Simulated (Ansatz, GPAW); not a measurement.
HfSiO$_{4}$: GLLB-SC, run from Python

These are simulated results from GPAW 26.7.0, not measurements. The cell began as a measured structure and was relaxed with r2SCAN in plane waves (Ansatz 0.2.0). All runs are without spin polarisation.

It is tetragonal, I4_1/amd (No. 141); conventional cell a = 6.582 Å, c = 5.972 Å, 10.78 Å³ an atom. Hf is surrounded by 8 O at 2.12–2.26 Å; Si is surrounded by 4 O at 1.62 Å; O is surrounded by 1 Si at 1.62 Å and 2 Hf at 2.12–2.26 Å.

GLLB-SC is a model potential. Its fundamental gap is the Kohn-Sham gap plus a derivative discontinuity, which the script evaluates at the band edges among the listed k points. Its total energy isn't variational and serves nothing here.

Input script:

```python
import json
from ase import Atoms
from gpaw import GPAW, PW, FermiDirac

atoms = Atoms(['Hf', 'Hf', 'Si', 'Si', 'O', 'O', 'O', 'O', 'O', 'O', 'O', 'O'],
              cell=[[-3.29082319, 3.29082319, 2.98576858], [3.29082319, -3.29082319, 2.98576858], [3.29082319, 3.29082319, -2.98576858]],
              scaled_positions=[[0.75, 0.25, 0.5], [0.0, 0.0, 0.0], [0.25, 0.75, 0.5], [0.5, 0.5, 0.0], [0.135253021, 0.319880007, 0.815373015], [0.069880007, 0.754506992, 0.684626985], [0.504506992, 0.319880007, 0.184626985], [0.069880007, 0.385253021, 0.315373015], [0.614746979, 0.930119993, 0.684626985], [0.680119993, 0.864746979, 0.184626985], [0.245493008, 0.930119993, 0.315373015], [0.680119993, 0.495493008, 0.815373015]],
              pbc=True)
calc = GPAW(mode=PW(400), xc='GLLBSC', kpts={'size': (4, 4, 4), 'gamma': True},
            occupations=FermiDirac(0.02), maxiter=100, legacy_gpaw=True, txt='gpaw.txt')
atoms.calc = calc
res = {'energy': atoms.get_potential_energy(force_consistent=True)}
res['electrons'] = calc.get_number_of_electrons()
res['k'] = calc.get_ibz_k_points().tolist()
res['levels'] = [calc.get_eigenvalues(kpt=i).tolist() for i in range(len(res['k']))]
points = [[0.0, 0.0, 0.0], [0.0, 0.0, 0.5], [-0.5, 0.5, 0.5], [0.455799, 0.455799, -0.455799], [-0.455799, 0.544201, 0.455799], [0.25, 0.25, 0.25], [0.0, 0.5, 0.0], [0.052083, 0.052083, -0.052083], [0.1875, 0.302083, 0.25], [0.166667, 0.166667, 0.166667]]
bands = calc.fixed_density(kpts=points, symmetry='off', nbands=round(res['electrons']) // 2 + 6, convergence={'bands': -2}, txt='bands.txt')
res['points'] = [bands.get_eigenvalues(kpt=i).tolist() for i in range(len(points))]
homo, lumo = bands.get_homo_lumo()
potential = calc.hamiltonian.xc.response.calculate_discontinuity_potential(homo, lumo)
res['discontinuity'] = bands.hamiltonian.xc.response.calculate_discontinuity(potential)
json.dump(res, open('results.json', 'w'))
print('free energy (eV):', round(res['energy'], 5))
```

Command: `python run.py`. It took 100 s on 1 thread of Arm Neoverse V2, with other jobs on the host, peak memory 0.29 GiB.

The log gpaw.txt, trimmed of paths, versions and times, then the last line on the terminal. An iter line gives the energy in eV and the logarithms of the changes of orbitals (plane waves alone) and density (c: converged):

```
___ ___ ___ _ _ _
 |   |   |_  | | | |

 | | | | | . | | | |

 |__ |  _|___|_____|  26.7.0
 |___|_|

Input parameters:
  kpts: {gamma: True,
         size: (4, 4, 4)}
  maxiter: 100
  mode: {ecut: 400.0,
         name: pw}
  occupations: {fixmagmom: False,
                name: fermi-dirac,
                width: 0.02}
  xc: GLLBSC

System changes: positions, numbers, cell, pbc, initial_charges, initial_magmoms

Initialize ...

species:
  Hf:
    name:    Hafnium
    Z:       72.0
    valence: 12
    core:    60
    charge:  0.0  # [|e|]
    compensation charges:
      type: gauss
      rc: 0.41  # [Å]
      lmax: 2
    cutoffs:
      filter: 2.36  # [Å]
      core: 3.84  # [Å]
    projectors
    | kind |    occ | energy [eV] | rcut [Å] |

    |------|--------|-------------|----------|

    |   5s |  2.000 |     -67.812 |    1.397 |

    |   6s |  2.000 |      -5.662 |    1.397 |

    |   5p |  6.000 |     -36.164 |    1.307 |

    |   6p |  0.000 |      -1.638 |    1.307 |

    |   5d |  2.000 |      -2.986 |    1.334 |

    |    d |        |      24.226 |    1.334 |

    Using partial waves for Hf as LCAO basis

  Si:
    name:    Silicon
    Z:       14.0
    valence: 4
    core:    10
    charge:  0.0  # [|e|]
    compensation charges:
      type: gauss
      rc: 0.33  # [Å]
      lmax: 2
    cutoffs:
      filter: 1.86  # [Å]
      core: 2.06  # [Å]
    projectors
    | kind |    occ | energy [eV] | rcut [Å] |

    |------|--------|-------------|----------|

    |   3s |  2.000 |     -12.033 |    1.058 |

    |   3p |  2.000 |      -5.571 |    1.058 |

    |    s |        |      15.179 |    1.058 |

    |    p |        |      21.640 |    1.058 |

    |    d |        |       0.000 |    1.058 |

    Using partial waves for Si as LCAO basis

  O:
    name:    Oxygen
    Z:       8.0
    valence: 6
    core:    2
    charge:  0.0  # [|e|]
    compensation charges:
      type: gauss
      rc: 0.21  # [Å]
      lmax: 2
    cutoffs:
      filter: 1.17  # [Å]
      core: 0.83  # [Å]
    projectors
    | kind |    occ | energy [eV] | rcut [Å] |

    |------|--------|-------------|----------|

    |   2s |  2.000 |     -28.986 |    0.688 |

    |   2p |  4.000 |     -13.358 |    0.598 |

    |    s |        |      -1.774 |    0.688 |

    |    p |        |      13.853 |    0.598 |

    |    d |        |       0.000 |    0.619 |

    Using partial waves for O as LCAO basis

Reference energy: -851539.246727  # eV

Spin-paired calculation

Convergence criteria:
 Maximum [total energy] change in last 3 cyles: 0.0005 eV / valence electron
 Maximum integral of absolute [dens]ity change: 0.0001 electrons / valence electron
 Maximum integral of absolute [eigenst]ate change: 4e-08 eV^2 / valence electron
 Maximum number of scf [iter]ations: 100
 (Square brackets indicate name in SCF output, whereas a 'c' in
 the SCF output indicates the quantity has converged.)

Symmetries present (total): 8

  ( 1  1  1)  ( 1  0  0)  ( 0  1  0)  ( 0  0  1)  ( 0  0 -1)  ( 0 -1  0)
  ( 0  0 -1)  ( 0  1  0)  ( 1  0  0)  (-1 -1 -1)  ( 1  1  1)  (-1  0  0)
  ( 0 -1  0)  ( 0  0  1)  (-1 -1 -1)  ( 0  1  0)  (-1  0  0)  ( 0  0 -1)

  (-1  0  0)  (-1 -1 -1)
[... 6 lines left out ...]
   0:     0.00000000    0.00000000    0.00000000          1/64
   1:     0.25000000   -0.25000000    0.00000000          4/64
   2:     0.25000000   -0.25000000    0.25000000          4/64
   3:     0.25000000    0.00000000    0.00000000          8/64
   4:     0.25000000    0.25000000   -0.25000000          2/64
   5:     0.25000000    0.25000000    0.25000000          2/64
   6:     0.50000000    0.00000000    0.25000000          8/64
   7:     0.50000000    0.00000000    0.50000000          4/64
   8:     0.50000000    0.25000000    0.25000000         16/64
   9:     0.50000000    0.25000000    0.50000000          8/64
          ...
  12:     0.50000000    0.50000000    0.50000000          1/64

Wave functions: Plane wave expansion
  Cutoff energy: 400.000 eV
  Number of coefficients (min, max): 2321, 2361
  Pulay-stress correction: 0.000000 eV/Ang^3 (de/decut=0.000000)
  Using FFTW library
  ScaLapack parameters: grid=1x1, blocksize=None
  Wavefunction extrapolation:
    Improved wavefunction reuse through dual PAW basis

Occupation numbers: Fermi-Dirac:
  width: 0.0200  # eV

Eigensolver
   Davidson(niter=2)

Densities:
  Coarse grid: 27*27*27 grid
  Fine grid: 54*54*54 grid
  Total Charge: 0.000000

Density mixing:
  Method: separate
  Backend: msr1
  Linear mixing parameter: 0.05
  old densities: 10
  Width of damping distribution: 1.1
  Damping of long wavelength oscillations: 20

Hamiltonian:
  XC and Coulomb potentials evaluated on a 54*54*54 grid
  Using the GLLBSC Exchange-Correlation functional
  External potential:
    NoExternalPotential

XC parameters: GLLBSC functional being used consists of
  -----------------------------------------------------------------------
  | Weight | Module     | Description                                   |

  -----------------------------------------------------------------------
  |  1.000 | SCREENING  | GGA_X_PBE_SOL with 2 nearest neighbor stencil |

  |  1.000 | RESPONSE   | eps=0.0500 eV                                 |

  |  1.000 | XC         | GGA_C_PBE_SOL with 2 nearest neighbor stencil |

  -----------------------------------------------------------------------

Memory estimate:
  Process memory now: 117.00 MiB
  Calculator: 48.89 MiB
    Density: 10.66 MiB
      Arrays: 3.90 MiB
      Localized functions: 3.76 MiB
      Mixer: 3.00 MiB
    Hamiltonian: 2.65 MiB
      Arrays: 2.55 MiB
      XC: 0.00 MiB
      Poisson: 0.00 MiB
      vbar: 0.10 MiB
    Wavefunctions: 35.57 MiB
      Arrays psit_nG: 24.35 MiB
      Eigensolver: 2.47 MiB
      Projections: 1.71 MiB
      Projectors: 5.82 MiB
      PW-descriptor: 1.22 MiB

Total number of cores used: 1

Number of atoms: 12
Number of atomic orbitals: 66
Number of bands in calculation: 52
Number of valence electrons: 80
Bands to converge: occupied

... initialized

Initializing position-dependent things.

Density initialized from atomic densities
Creating initial wave functions:
  52 bands from LCAO basis set
Positions:
   0 Hf    -0.000000    3.290823    1.492884    ( 0.0000,  0.0000,  0.0000)
   1 Hf     0.000000    0.000000    0.000000    ( 0.0000,  0.0000,  0.0000)
   2 Si     3.290823    0.000000    1.492884    ( 0.0000,  0.0000,  0.0000)
   3 Si     0.000000    0.000000    2.985769    ( 0.0000,  0.0000,  0.0000)
   4 O      3.290823    2.075674   -1.075593    ( 0.0000,  0.0000,  0.0000)
   5 O      4.505973   -0.000000    0.417291    ( 0.0000,  0.0000,  0.0000)
   6 O      0.000000    1.215150    1.910175    ( 0.0000,  0.0000,  0.0000)
   7 O      2.075674    0.000000    0.417291    ( 0.0000,  0.0000,  0.0000)
   8 O      3.290823    1.215150    2.568478    ( 0.0000,  0.0000,  0.0000)
   9 O      1.215150   -0.000000    4.061362    ( 0.0000,  0.0000,  0.0000)
  10 O      3.290823   -1.215150    2.568478    ( 0.0000,  0.0000,  0.0000)
  11 O      2.075674    3.290823    1.075593    ( 0.0000,  0.0000,  0.0000)

Unit cell:
           periodic     x           y           z      points  spacing
  1. axis:    yes   -3.290823    3.290823    2.985769    27     0.1638
  2. axis:    yes    3.290823   -3.290823    2.985769    27     0.1638
  3. axis:    yes    3.290823    3.290823   -2.985769    27     0.1724

  Lengths:   5.529362   5.529362   5.529362
  Angles:  106.952751 106.952751 114.634867

Effective grid spacing dv^(1/3) = 0.1873

iter:   1  -122.725935
iter:   2  -119.616976   -0.94  -0.79
iter:   3   -89.786181   +0.28  -0.81
iter:   4   -91.764031   -1.06  -1.09
iter:   5   -95.765743   -0.97  -1.44
iter:   6   -91.486910   -1.74  -1.34
iter:   7   -90.305871   -1.86  -1.89
iter:   8   -90.525256   -3.32  -2.46
iter:   9   -90.649443   -3.96  -2.67
iter:  10   -90.660696   -4.80  -3.47
iter:  11   -90.662031c  -5.45  -4.01c
iter:  12   -90.661626c  -6.59  -4.23c
iter:  13   -90.659105c  -7.21  -4.37c
iter:  14   -90.658236c  -7.48c -5.07c

Converged after 14 iterations.

Energy contributions relative to reference atoms: (reference = -851539.246727)

Kinetic:        +50.653090
Potential:      -35.068991
External:        +0.000000
XC:            -105.855630
Entropy (-ST):   -0.000000
Local:           -0.386705
SIC:             +0.000000
--------------------------
Free energy:    -90.658236
Extrapolated:   -90.658236

GLLBSC response reference energy: 2.73405 eV (from HOMO)

Showing only first 2 kpts
 Kpt  Band  Eigenvalues  Occupancy
  0    38      2.31375    2.00000
  0    39      2.73447    2.00000
  0    40      9.78251    0.00000
  0    41     10.10401    0.00000

  1    38      2.23840    2.00000
  1    39      2.53253    2.00000
  1    40      9.85129    0.00000
  1    41      9.87719    0.00000

Fermi level: 4.51354

Gap: 6.908 eV
Transition (v -> c):
  (s=0, k=0, n=39, [0.00, 0.00, 0.00]) -> (s=0, k=5, n=40, [0.25, 0.25, 0.25])
Direct/indirect transitions are different
Direct gap: 7.048 eV
Transition at: (s=0, k=0, n=39, [0.00, 0.00, 0.00])

free energy (eV): -90.65824
```

The gap in the log is over the mesh alone; results.json adds the listed points. GLLB-SC gives a gap of 8.66 eV (6.908 eV Kohn-Sham over the listed points plus 1.752 eV discontinuity). On the same cell, plane-wave PBE (Ansatz, 6×6×6 k points and the special points) gives a gap of 5.43 eV and r2SCAN a gap of 6.00 eV; on shared hosts these took about 19 and 38 core-seconds on the 12-atom cell, against 100 for the script. Spin-orbit coupling, left out in all these runs, can cut or reorder the gap by tenths of an eV, up to about 1 eV with Pb or Bi.

Spin-orbit coupling is left out, which matters wherever the heavy atoms make up the band edges.
